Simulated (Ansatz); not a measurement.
Crystal: HPbNO4.

```xyz
7
Lattice="3.8571 0.0018 -0.0366 0.1735 4.3344 -0.0165 0.7580 0.8387 5.8766" Properties=species:S:1:pos:R:3 pbc="T T T"
H     2.6784    4.0493    1.1289
Pb    3.2640    2.7055    5.3570
N     3.1776    1.4531    2.9117
O     1.3252    2.6900    4.5562
O     2.9731    4.6255    2.8902
O     2.3661    4.0462    0.1903
O     3.3249    2.1006    1.8421
```

The cell was built by a generator and needn't be a form met in nature.

Base run:

- Program: Ansatz 0.2.0
- Functional: RPBE
- Potentials or basis: all-electron LAPW, scalar-relativistic
- Cutoff: 763 eV
- Density cutoff: 3052 eV
- Basis error allowed: 0.002 eV/atom
- k mesh: 5 × 4 × 4
- Occupations: fermi-dirac, width 0.05 eV
- Spin: no spin polarisation

Its results: band gap on the k mesh 0.26 eV, indirect (least direct gap 0.45 eV); pressure 2.7 GPa; largest force 0.252 eV/Å.

Task: The run is repeated on the same cell with these changes: functional from RPBE to PBEsol. What comes out?

Result: Band gap on the k mesh 0.26 eV, indirect (least direct gap 0.47 eV); pressure -3.1 GPa; largest force 0.403 eV/Å.

PBEsol binds more tightly than RPBE, so the same cell stands under less pressure.

Caveats: spin-orbit coupling is left out, which as a rule narrows the gap of such compounds by several tenths of an eV.

A k mesh can miss the band edges.

Not every run made on this cell is shown here.
